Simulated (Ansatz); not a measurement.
# ZnS (Wurtzite-6H): a point defect seen from the nuclei (Cu on a Zn site), part 2 of 2

How do the nuclei near a point defect see it? The defect is Cu on a Zn site in ZnS (Wurtzite-6H) (cell charge -1), first unrelaxed. The cell is a supercell built from a COD entry (the entry's cell lengths or inner coordinates differ somewhat from later room-temperature determinations). Planned: a single point, then a relaxation.

Ansatz 0.2.0; DFT, PBE, plane-wave PAW, default files, scalar-relativistic.

## 3. Ions relaxed

The COD entry's cell or inner coordinates are ideal or old and differ from later refinements, so a difference from it is no clean test against experiment.

The input, input.yaml:

```yaml
crystal:
  lattice:
    - [7.624, 0.0, 0.0]
    - [-3.812, 6.6025776784, 0.0]
    - [0.0, 0.0, 18.68999]
  atoms:
    - { symbol: Zn, position: [0.0, 0.0, 0.0] }
    - { symbol: Zn, position: [0.0, 0.5, 0.0] }
    - { symbol: Zn, position: [0.5, 0.0, 0.0] }
    - { symbol: Zn, position: [0.5, 0.5, 0.0] }
    - { symbol: Zn, position: [0.0, 0.0, 0.5] }
    - { symbol: Zn, position: [0.0, 0.5, 0.5] }
    - { symbol: Zn, position: [0.5, 0.0, 0.5] }
    - { symbol: Zn, position: [0.5, 0.5, 0.5] }
    - { symbol: Zn, position: [0.1666666666, 0.3333333334, 0.16667] }
    - { symbol: Zn, position: [0.1666666666, 0.8333333334, 0.16667] }
    - { symbol: Zn, position: [0.6666666666, 0.3333333334, 0.16667] }
    - { symbol: Zn, position: [0.6666666666, 0.8333333334, 0.16667] }
    - { symbol: Zn, position: [0.3333333334, 0.1666666666, 0.66667] }
    - { symbol: Zn, position: [0.3333333334, 0.6666666666, 0.66667] }
    - { symbol: Zn, position: [0.8333333334, 0.1666666666, 0.66667] }
    - { symbol: Zn, position: [0.8333333334, 0.6666666666, 0.66667] }
    - { symbol: Cu, position: [0.3333333334, 0.1666666666, 0.33333] }
    - { symbol: Zn, position: [0.3333333334, 0.6666666666, 0.33333] }
    - { symbol: Zn, position: [0.8333333334, 0.1666666666, 0.33333] }
    - { symbol: Zn, position: [0.8333333334, 0.6666666666, 0.33333] }
    - { symbol: Zn, position: [0.1666666666, 0.3333333334, 0.83333] }
    - { symbol: Zn, position: [0.1666666666, 0.8333333334, 0.83333] }
    - { symbol: Zn, position: [0.6666666666, 0.3333333334, 0.83333] }
    - { symbol: Zn, position: [0.6666666666, 0.8333333334, 0.83333] }
    - { symbol: S, position: [0.0, 0.0, 0.125] }
    - { symbol: S, position: [0.0, 0.5, 0.125] }
    - { symbol: S, position: [0.5, 0.0, 0.125] }
    - { symbol: S, position: [0.5, 0.5, 0.125] }
    - { symbol: S, position: [0.0, 0.0, 0.625] }
    - { symbol: S, position: [0.0, 0.5, 0.625] }
    - { symbol: S, position: [0.5, 0.0, 0.625] }
    - { symbol: S, position: [0.5, 0.5, 0.625] }
    - { symbol: S, position: [0.1666666666, 0.3333333334, 0.29167] }
    - { symbol: S, position: [0.1666666666, 0.8333333334, 0.29167] }
    - { symbol: S, position: [0.6666666666, 0.3333333334, 0.29167] }
    - { symbol: S, position: [0.6666666666, 0.8333333334, 0.29167] }
    - { symbol: S, position: [0.3333333334, 0.1666666666, 0.79167] }
    - { symbol: S, position: [0.3333333334, 0.6666666666, 0.79167] }
    - { symbol: S, position: [0.8333333334, 0.1666666666, 0.79167] }
    - { symbol: S, position: [0.8333333334, 0.6666666666, 0.79167] }
    - { symbol: S, position: [0.3333333334, 0.1666666666, 0.45833] }
    - { symbol: S, position: [0.3333333334, 0.6666666666, 0.45833] }
    - { symbol: S, position: [0.8333333334, 0.1666666666, 0.45833] }
    - { symbol: S, position: [0.8333333334, 0.6666666666, 0.45833] }
    - { symbol: S, position: [0.1666666666, 0.3333333334, 0.95833] }
    - { symbol: S, position: [0.1666666666, 0.8333333334, 0.95833] }
    - { symbol: S, position: [0.6666666666, 0.3333333334, 0.95833] }
    - { symbol: S, position: [0.6666666666, 0.8333333334, 0.95833] }
total_charge: -1
kpoints:
  mp_grid: { grid: [3, 3, 1] }
scf:
  occupations: { method: fermi_dirac, width: 0.01 }
hamiltonian:
  xc: pbe
  pseudopotentials: { kind: paw }
output:
  forces: true
  stress: true
  populations: true
  efg:
    quadrupole_moments_barn: { Zn: 0.122, Cu: -0.22, S: -0.0694 }
    contact_densities: true
relax:
  f_tol: 0.03
  max_steps: 40
```

Command:

```console
$ ansatz run input.yaml --threads 1 --pin off --max-ram 3072MiB --backend cpu --events-out ev --progress --plain --runs-dir out
```

The program printed:

```text
[... 1 line left out ...]
Warning: RAYON_NUM_THREADS=1 ignored (pool sized by the plan → 1); use --threads N
Engine: ansatz 0.2.0, x86_64-unknown-linux-gnu
Pseudopotentials: kind: paw
Pseudopotential: Zn, paw, valence charge 12, recommended cutoff 420 eV (normal), Zn.paw.azcp
Pseudopotential: Cu, paw, valence charge 19, recommended cutoff 420 eV (normal), Cu.paw.azcp
Pseudopotential: S, paw, valence charge 6, recommended cutoff 420 eV (normal), S.paw.azcp
Functional definition: PBE
  parameter kappa = 0.804
  parameter beta = 0.06672455060314922
  exchange = pbe_x(kappa = kappa, mu = beta*pi^2/3)
  correlation = pbe_c(beta = beta)
Crystal: 48 atoms, lattice volume = 940.818 Å³
Basis set: ecut = 420 eV, 18453 PW (Γ), exchange–correlation on 108×108×250 points (8 copies of the dense FFT grid, shifted against one another)
Bands: 268, of which v1, the nominal top of the filled ones, is band 220 counted from 1 (219 counted from 0)
Symmetry: 6 space group operations
Space group: P3m1 (ITA 156), of the structure as read, at distance tolerance 9.8e-5 Å
k-points: 3 of 9 (time reversal used)
Non-local potential: Zn, projectors of the file, l = 0: 2, l = 1: 2, l = 2: 3, l = 3: 1
Non-local potential: Cu, projectors of the file, l = 0: 3, l = 1: 2, l = 2: 3, l = 3: 1
Non-local potential: S, projectors of the file, l = 0: 2, l = 1: 2, l = 2: 2
PAW form: soft (Blöchl's): semilocal exchange-correlation on the pseudo side does not see the compensation charge
PAW one-centre angular grid: Zn, 590 points (default); XC on 64 Gauss nodes
PAW one-centre angular grid: Cu, 590 points (default); XC on 64 Gauss nodes
PAW one-centre angular grid: S, 110 points (default); XC on 64 Gauss nodes
Initial density: superposition of atomic densities (neutral atoms scaled as one to the charged cell's electrons: chi_scale 0, normalization atom), corrected by the library's trained network
Initial wavefunctions: pseudopotential atomic-orbital guess
Functional: x = pbe(κ = 0.804, μ = 0.2195149727645171), c = pbe(β = 0.06672455060314922)
SCF iter   1: F=—  HF=-104643.410102 eV  |F-HF|=—  |Δ(HF+E_count)|=         —  Δρ=1.04e-2  dr2=7.60e-1  ethr=1.77e-3  ⟨swp⟩=7.3  Hψ=3514  notcnv=0  defer=29
preconditioner: auto → Resta (q_TF=auto, 2.404 Å⁻¹)  ε∞=6.9  [insulator: Δε(μ)=0.791 eV  Ē_g=10.372 eV  σ=0.010 eV  W_gap=1.00  n_scr=212 (ndim 8)  ℏωp=25.2 eV  f_vac=0.032  D(μ)=0.00/eV (n_scr^D=0)  ε∞_Penn≈6.9]
SCF iter   2: F=—  HF=-104643.203066 eV  |F-HF|=—  |Δ(HF+E_count)|=   2.07e-1  Δρ=1.85e-3  dr2=7.69e-2  ethr=1.73e-4  ⟨swp⟩=2.0  Hψ=1524  notcnv=0  defer=123
SCF iter   3: F=—  HF=-104643.161994 eV  |F-HF|=—  |Δ(HF+E_count)|=   4.11e-2  Δρ=1.97e-3  dr2=4.88e-2  ethr=1.75e-5  ⟨swp⟩=3.7  Hψ=1367  notcnv=0  defer=123
SCF iter   4: F=—  HF=-104643.158388 eV  |F-HF|=—  |Δ(HF+E_count)|=   3.61e-3  Δρ=2.28e-3  dr2=4.77e-2  ethr=1.11e-5  ⟨swp⟩=2.3  Hψ=1615  notcnv=0  defer=120
SCF iter   5: F=—  HF=-104643.149913 eV  |F-HF|=—  |Δ(HF+E_count)|=   8.47e-3  Δρ=5.39e-4  dr2=4.86e-3  ethr=1.08e-5  ⟨swp⟩=2.7  Hψ=1370  notcnv=0  defer=120
SCF iter   6: F=—  HF=-104643.149367 eV  |F-HF|=—  |Δ(HF+E_count)|=   5.45e-4  Δρ=1.66e-4  dr2=4.11e-4  ethr=1.11e-6  ⟨swp⟩=3.0  Hψ=1519  notcnv=0  defer=120
SCF iter   7: F=—  HF=-104643.149384 eV  |F-HF|=—  |Δ(HF+E_count)|=   1.61e-5  Δρ=6.70e-5  dr2=5.46e-5  ethr=9.33e-8  ⟨swp⟩=2.0  Hψ=1275  notcnv=0  defer=120
SCF iter   8: F=-104643.149388 eV  HF=-104643.149396 eV  |F-HF|=8.46e-6  |Δ(HF+E_count)|=   1.29e-5  Δρ=3.73e-5  dr2=9.35e-6  ethr=5.11e-9  ⟨swp⟩=4.7  Hψ=2929  notcnv=0
SCF 1 converged in 8 iterations: F = -104643.149388 eV  dr2 = 9.35e-6
relax step   1: F+E_penalty+E_count = -104643.14938803 eV  Δ(F+E_penalty+E_count) = +0.000e0 eV  max|allowed force component| = 5.660e-1 eV/Å  Δτ_max = 0.0000 Å  (8 SCF iters, dr2 threshold 2.25e-5 eV, accepted)
[... 12 lines left out ...]
relax step   2: F+E_penalty+E_count = -104643.30103310 eV  Δ(F+E_penalty+E_count) = -1.516e-1 eV  max|allowed force component| = 2.629e-1 eV/Å  Δτ_max = 0.0455 Å  (7 SCF iters, dr2 threshold 2.00e-5 eV, accepted)
[... 19 lines left out ...]
relax step   4: F+E_penalty+E_count = -104643.34469260 eV  Δ(F+E_penalty+E_count) = -5.501e-4 eV  max|allowed force component| = 7.815e-3 eV/Å  Δτ_max = 0.0064 Å  (7 SCF iters, accepted)
NSCF: frozen V_eff on 3 k-points
[... 1 line left out ...]
SCF converged after 7 iterations
Free energy (F): -104643.344693 eV
Harris-Foulkes:  -104643.344693 eV  (|F-HF|=2.15e-9)
Internal energy: -104643.344693 eV  (E = F + TS)
E sigma→0 (E₀):  -104643.344693 eV
Fermi energy:    7.559442 eV
--- Per-component energies (eV) ---
[... 15 lines left out ...]
--- Forces (eV/Å), atoms counted from 1 ---
  atom   1  Zn    -0.00096241    -0.00055565    -0.00249198
  atom   2  Zn     0.00000000    -0.00000000    -0.00330934
  atom   3  Zn     0.00096241    -0.00055565    -0.00249198
  atom   4  Zn     0.00000000     0.00111129    -0.00249198
  atom   5  Zn    -0.00150017    -0.00086612    -0.00295287
  atom   6  Zn     0.00000000     0.00000000    -0.00121427
[... 42 lines left out ...]
  max |Σ_I F_I| component: 1.13e-5 eV/Å
--- Stress (GPa, compression-positive) ---
        1.851984       0.000000       0.000000
        0.000000       1.851984       0.000000
        0.000000       0.000000       1.898653
  P = ⅓ Tr σ = 1.8675 GPa (18.675 kbar)
--- PAW observables at the nuclei: V_zz in 10²¹ V/m², potentials from the cell's mean, atoms counted from 1 ---
  atom   1  Zn V_zz =    -1.432737   η = 0.0011   by run symmetry: allowed   C_q = -4.2265 MHz
            electrostatic potential = -3941.429968 V   contact ρ = 166604.168867 e/Å³
  atom   2  Zn V_zz =    -1.460563   η = 0.0000   by run symmetry: allowed   C_q = -4.3086 MHz
            electrostatic potential = -3941.442940 V   contact ρ = 166604.285368 e/Å³
  atom   3  Zn V_zz =    -1.432737   η = 0.0011   by run symmetry: allowed   C_q = -4.2265 MHz
            electrostatic potential = -3941.429968 V   contact ρ = 166604.168867 e/Å³
  atom   4  Zn V_zz =    -1.432737   η = 0.0011   by run symmetry: allowed   C_q = -4.2265 MHz
            electrostatic potential = -3941.429968 V   contact ρ = 166604.168868 e/Å³
  atom   5  Zn V_zz =    -2.009869   η = 0.8888   by run symmetry: allowed   C_q = -5.9290 MHz
            electrostatic potential = -3941.772642 V   contact ρ = 166604.551894 e/Å³
  atom   6  Zn V_zz =    +1.644666   η = 0.0000   by run symmetry: allowed   C_q = +4.8517 MHz
            electrostatic potential = -3941.680225 V   contact ρ = 166604.210771 e/Å³
  atom   7  Zn V_zz =    -2.009869   η = 0.8888   by run symmetry: allowed   C_q = -5.9290 MHz
            electrostatic potential = -3941.772642 V   contact ρ = 166604.551894 e/Å³
  atom   8  Zn V_zz =    -2.009869   η = 0.8888   by run symmetry: allowed   C_q = -5.9290 MHz
            electrostatic potential = -3941.772642 V   contact ρ = 166604.551894 e/Å³
  atom   9  Zn V_zz =    -2.566383   η = 0.1794   by run symmetry: allowed   C_q = -7.5707 MHz
            electrostatic potential = -3941.789459 V   contact ρ = 166604.583686 e/Å³
  atom  10  Zn V_zz =    -2.566383   η = 0.1794   by run symmetry: allowed   C_q = -7.5707 MHz
            electrostatic potential = -3941.789459 V   contact ρ = 166604.583686 e/Å³
  atom  11  Zn V_zz =    -2.566383   η = 0.1794   by run symmetry: allowed   C_q = -7.5707 MHz
            electrostatic potential = -3941.789459 V   contact ρ = 166604.583686 e/Å³
  atom  12  Zn V_zz =    -1.250768   η = 0.0000   by run symmetry: allowed   C_q = -3.6897 MHz
            electrostatic potential = -3941.693169 V   contact ρ = 166604.090660 e/Å³
  atom  13  Zn V_zz =    +0.980316   η = 0.0000   by run symmetry: allowed   C_q = +2.8919 MHz
            electrostatic potential = -3941.460369 V   contact ρ = 166604.066031 e/Å³
  atom  14  Zn V_zz =    +0.801150   η = 0.2002   by run symmetry: allowed   C_q = +2.3633 MHz
            electrostatic potential = -3941.447607 V   contact ρ = 166604.105246 e/Å³
  atom  15  Zn V_zz =    +0.801150   η = 0.2002   by run symmetry: allowed   C_q = +2.3633 MHz
            electrostatic potential = -3941.447607 V   contact ρ = 166604.105246 e/Å³
  atom  16  Zn V_zz =    +0.801150   η = 0.2002   by run symmetry: allowed   C_q = +2.3633 MHz
            electrostatic potential = -3941.447607 V   contact ρ = 166604.105246 e/Å³
  atom  17  Cu V_zz =    +0.579683   η = 0.0000   by run symmetry: allowed   C_q = -3.0837 MHz
            electrostatic potential = -3755.248194 V   contact ρ = 147549.192452 e/Å³
  atom  18  Zn V_zz =    +2.383156   η = 0.8304   by run symmetry: allowed   C_q = +7.0302 MHz
            electrostatic potential = -3942.016456 V   contact ρ = 166604.865459 e/Å³
  atom  19  Zn V_zz =    +2.383156   η = 0.8304   by run symmetry: allowed   C_q = +7.0302 MHz
            electrostatic potential = -3942.016456 V   contact ρ = 166604.865458 e/Å³
  atom  20  Zn V_zz =    +2.383156   η = 0.8304   by run symmetry: allowed   C_q = +7.0302 MHz
            electrostatic potential = -3942.016456 V   contact ρ = 166604.865459 e/Å³
  atom  21  Zn V_zz =    -0.296063   η = 0.2629   by run symmetry: allowed   C_q = -0.8734 MHz
            electrostatic potential = -3941.334394 V   contact ρ = 166604.240194 e/Å³
  atom  22  Zn V_zz =    -0.296063   η = 0.2629   by run symmetry: allowed   C_q = -0.8734 MHz
            electrostatic potential = -3941.334394 V   contact ρ = 166604.240193 e/Å³
  atom  23  Zn V_zz =    -0.296063   η = 0.2629   by run symmetry: allowed   C_q = -0.8734 MHz
            electrostatic potential = -3941.334394 V   contact ρ = 166604.240194 e/Å³
  atom  24  Zn V_zz =    -0.243274   η = 0.0000   by run symmetry: allowed   C_q = -0.7176 MHz
            electrostatic potential = -3941.329517 V   contact ρ = 166604.208178 e/Å³
  atom  25  S  V_zz =    +1.266936   η = 0.1823   by run symmetry: allowed   C_q = -2.1260 MHz
            electrostatic potential = -1633.148691 V   contact ρ = 19765.104077 e/Å³
  atom  26  S  V_zz =    +1.378569   η = 0.0000   by run symmetry: allowed   C_q = -2.3134 MHz
            electrostatic potential = -1633.184423 V   contact ρ = 19765.186241 e/Å³
  atom  27  S  V_zz =    +1.266936   η = 0.1823   by run symmetry: allowed   C_q = -2.1260 MHz
            electrostatic potential = -1633.148691 V   contact ρ = 19765.104077 e/Å³
  atom  28  S  V_zz =    +1.266936   η = 0.1823   by run symmetry: allowed   C_q = -2.1260 MHz
            electrostatic potential = -1633.148691 V   contact ρ = 19765.104077 e/Å³
  atom  29  S  V_zz =    -0.913561   η = 0.0731   by run symmetry: allowed   C_q = +1.5330 MHz
            electrostatic potential = -1633.023508 V   contact ρ = 19765.106216 e/Å³
  atom  30  S  V_zz =    -0.592063   η = 0.0000   by run symmetry: allowed   C_q = +0.9935 MHz
            electrostatic potential = -1632.988597 V   contact ρ = 19765.066151 e/Å³
  atom  31  S  V_zz =    -0.913561   η = 0.0731   by run symmetry: allowed   C_q = +1.5330 MHz
            electrostatic potential = -1633.023508 V   contact ρ = 19765.106216 e/Å³
  atom  32  S  V_zz =    -0.913561   η = 0.0731   by run symmetry: allowed   C_q = +1.5330 MHz
            electrostatic potential = -1633.023508 V   contact ρ = 19765.106216 e/Å³
  atom  33  S  V_zz =    -3.078530   η = 0.3389   by run symmetry: allowed   C_q = +5.1660 MHz
            electrostatic potential = -1633.565109 V   contact ρ = 19764.781522 e/Å³
  atom  34  S  V_zz =    -3.078530   η = 0.3389   by run symmetry: allowed   C_q = +5.1660 MHz
            electrostatic potential = -1633.565109 V   contact ρ = 19764.781522 e/Å³
  atom  35  S  V_zz =    -3.078530   η = 0.3389   by run symmetry: allowed   C_q = +5.1660 MHz
            electrostatic potential = -1633.565109 V   contact ρ = 19764.781522 e/Å³
  atom  36  S  V_zz =    +0.810508   η = 0.0000   by run symmetry: allowed   C_q = -1.3601 MHz
            electrostatic potential = -1633.384589 V   contact ρ = 19765.110224 e/Å³
  atom  37  S  V_zz =    -0.402548   η = 0.0000   by run symmetry: allowed   C_q = +0.6755 MHz
            electrostatic potential = -1632.845288 V   contact ρ = 19765.046120 e/Å³
  atom  38  S  V_zz =    -0.346248   η = 0.0076   by run symmetry: allowed   C_q = +0.5810 MHz
            electrostatic potential = -1632.838428 V   contact ρ = 19765.049528 e/Å³
  atom  39  S  V_zz =    -0.346248   η = 0.0076   by run symmetry: allowed   C_q = +0.5810 MHz
            electrostatic potential = -1632.838428 V   contact ρ = 19765.049528 e/Å³
  atom  40  S  V_zz =    -0.346248   η = 0.0076   by run symmetry: allowed   C_q = +0.5810 MHz
            electrostatic potential = -1632.838428 V   contact ρ = 19765.049528 e/Å³
  atom  41  S  V_zz =    -3.272667   η = 0.0000   by run symmetry: allowed   C_q = +5.4918 MHz
            electrostatic potential = -1633.424883 V   contact ρ = 19764.713503 e/Å³
  atom  42  S  V_zz =    -0.753226   η = 0.2716   by run symmetry: allowed   C_q = +1.2640 MHz
            electrostatic potential = -1633.265140 V   contact ρ = 19765.056079 e/Å³
  atom  43  S  V_zz =    -0.753226   η = 0.2716   by run symmetry: allowed   C_q = +1.2640 MHz
            electrostatic potential = -1633.265140 V   contact ρ = 19765.056079 e/Å³
  atom  44  S  V_zz =    -0.753226   η = 0.2716   by run symmetry: allowed   C_q = +1.2640 MHz
            electrostatic potential = -1633.265140 V   contact ρ = 19765.056079 e/Å³
  atom  45  S  V_zz =    +0.410020   η = 0.0519   by run symmetry: allowed   C_q = -0.6880 MHz
            electrostatic potential = -1632.888868 V   contact ρ = 19765.041402 e/Å³
  atom  46  S  V_zz =    +0.410020   η = 0.0519   by run symmetry: allowed   C_q = -0.6880 MHz
            electrostatic potential = -1632.888868 V   contact ρ = 19765.041402 e/Å³
  atom  47  S  V_zz =    +0.410020   η = 0.0519   by run symmetry: allowed   C_q = -0.6880 MHz
            electrostatic potential = -1632.888868 V   contact ρ = 19765.041402 e/Å³
  atom  48  S  V_zz =    +0.440529   η = 0.0000   by run symmetry: allowed   C_q = -0.7392 MHz
            electrostatic potential = -1632.882943 V   contact ρ = 19765.051334 e/Å³
--- Band table (eV) ---
[... 3 lines left out ...]
--- Relaxed structure (4 steps of the walk, 4 accepted, 0 SCFs on fresh bases) ---
  F+E_penalty+E_count = -104643.34469260 eV   max|allowed force component| = 7.815e-3 eV/Å
  atoms:
[... 48 lines left out ...]
--- Löwdin populations: 48 sites ---
  site symbol       q [e]
[... 48 lines left out ...]
  spilling = 0.011016 (of n_electrons = 440.000000)
```

Run time: 3.2 min. Hardware: 1 thread of INTEL XEON PLATINUM 8581C at 2.30GHz (Emerald Rapids), shared host; peak memory 2.2 GiB.

Relaxation path:

```csv
step,energy change (eV),largest force component (eV/Å)
1,0.0000,0.566
2,-0.1516,0.263
3,-0.1948,0.035
4,-0.1953,0.008
```

Largest displacement: 0.076 Å (atom 11 and its like, Zn); mean 0.027 Å.

At the end: gap on the mesh 0.94 eV, largest force 0.008 eV/Å, pressure 1.9 GPa.

Against step 2 (V_zz in 10²¹ V/m²; 9 of 24 rows, with the four largest changes of size):

```csv
site,atoms,"V_zz, PBE","V_zz, PBE relaxed","η, PBE","η, PBE relaxed"
Cu,17,0.99,0.58,0.00,0.00
S33,"33, 34, 35",-4.11,-3.08,0.44,0.34
S41,41,-3.31,-3.27,0.00,0.00
Zn18,"18, 19, 20",1.46,2.38,0.36,0.83
Zn9,"9, 10, 11",-1.42,-2.57,0.28,0.18
Zn5,"5, 7, 8",-1.22,-2.01,0.85,0.89
S36,36,1.59,0.81,0.00,0.00
S42,"42, 43, 44",0.60,-0.75,0.36,0.27
S25,"25, 27, 28",0.98,1.27,0.37,0.18
```

The printed gradients, by site: 11 of 24, those nearest the defect, the farthest of each element and the two largest gradients.

```csv
site,atoms,distance from the defect (Å),V_zz (10²¹ V/m²),η,C_Q (MHz)
Cu,17,0.00,0.58,0.00,-3.08 (⁶³Cu)
S33,"33, 34, 35",2.29,-3.08,0.34,5.17 (³³S)
S41,41,2.30,-3.27,0.00,5.49 (³³S)
Zn5,"5, 7, 8",3.75,-2.01,0.89,-5.93 (⁶⁷Zn)
Zn9,"9, 10, 11",3.76,-2.57,0.18,-7.57 (⁶⁷Zn)
Zn18,"18, 19, 20",3.81,2.38,0.83,7.03 (⁶⁷Zn)
S25,"25, 27, 28",4.46,1.27,0.18,-2.13 (³³S)
S42,"42, 43, 44",4.46,-0.75,0.27,1.26 (³³S)
S36,36,4.47,0.81,0.00,-1.36 (³³S)
S38,"38, 39, 40",9.37,-0.35,0.01,0.581 (³³S)
Zn24,24,10.33,-0.24,0.00,-0.718 (⁶⁷Zn)
```

Direction of the V_zz axis (Cartesian unit vector):

```csv
site,atom,x,y,z
Zn1,1,-0.01,0.00,1.00
Zn2,2,0.00,0.00,1.00
Zn5,5,0.86,0.50,-0.12
Zn6,6,0.00,0.00,1.00
Zn9,9,0.03,-0.02,1.00
Zn12,12,0.00,0.00,1.00
Zn13,13,0.00,0.00,1.00
Zn14,14,0.03,0.02,1.00
Cu,17,0.00,0.00,1.00
Zn18,18,-0.31,-0.18,0.93
```

The sizes of the gradients above 0.15 moved by 41 % in the median, over a factor of two at the site that moves most (small gradients counted from 0.15; S48, 0.14 to 0.44), with a change of sign at S42.

## 4. From gradients to spectra (values of step 3)

³³S (I = 3/2, Q = -69.40 mb) at 21.1 T, Larmor frequency 69.0 MHz. Second-order quadrupolar shifts of the central transition; chemical shifts are not computed, so all sites share one zero.

```csv
site,count,C_Q (MHz),η,ν_Q (MHz),δ_QIS (ppm)
S33,3,5.17,0.34,2.58,-145.4
S41,1,5.49,0.00,2.75,-158.2
S25,3,-2.13,0.18,1.06,-24.0
S42,3,1.26,0.27,0.632,-8.6
S36,1,-1.36,0.00,0.680,-9.7
S38,3,0.581,0.01,0.291,-1.8
```

³³S central transition, under fast magic-angle spinning:

kHz, intensity and a bar:
```
    -28.3          0 
    -26.5          0 
    -24.8          0 
    -23.0          1 
    -21.3          1 
    -19.6          1 
    -17.8          2 #
    -16.1          5 #
    -14.4          6 ##
    -12.6          6 ##
    -10.9          5 #
     -9.2          5 #
     -7.4          6 ##
     -5.7          7 ##
     -4.0          8 ###
     -2.2         27 ########
     -0.5        100 ##############################
      1.2          5 #
```

## 5. What came out

This closing draws on all 2 parts.

| quantity | value |
| --- | --- |
| state (step 3) | gap on the mesh 0.94 eV, largest force 0.008 eV/Å, pressure 1.9 GPa |
| V_zz by site, step 3 (10²¹ V/m²) | Cu 0.58, S33 -3.08, S41 -3.27, Zn5 -2.01, Zn9 -2.57, Zn18 2.38, S25 1.27, S42 -0.75, … |
| largest C_Q in size, step 3 | 7.57 MHz, ⁶⁷Zn at Zn9 |
| step 3 (ions relaxed) against step 2 | 41 % in the median, over a factor of two at the site that moves most (small gradients counted from 0.15; S48, 0.14 to 0.44), with a change of sign at S42 |

The largest gradient sits at S41 (1 Cu at 2.30 Å, 3 Zn at 2.30 Å). The runs allow no spin. The relaxation kept the symmetry P3m1, so a distorted place of lower energy may have been missed. Relaxing moved atoms by up to 0.08 Å and single gradients by over a factor of two in size at the worst site (41 % in the median) (gradients over 0.15 counted), so small moves matter. At 21.1 T the ³³S line of the largest coupling listed spans about 23 kHz under magic-angle spinning and 57 kHz static, from the quadrupolar part alone (no shift anisotropy). The defect repeats with the cell of 48 atoms, so it feels its images: sites between two images don't show the values beside a lone defect, and zeros or small values of η there can come from the images' arrangement. S and Zn carry a gradient in the pure host already, so the values there aren't the defect's effect alone. The relaxation keeps the site symmetry 3m of the start, so the impurity can move only along its axis; a start off the site could end lower. A uniform background compensates the cell's charge. Semilocal functionals underestimate gradients at Cu(I), in Cu₂O by a fifth to nearly a half. With a gap of 0.9 eV on this mesh, small gradients can still move by 0.1 × 10²¹ V/m² or more as the k-mesh gets denser.
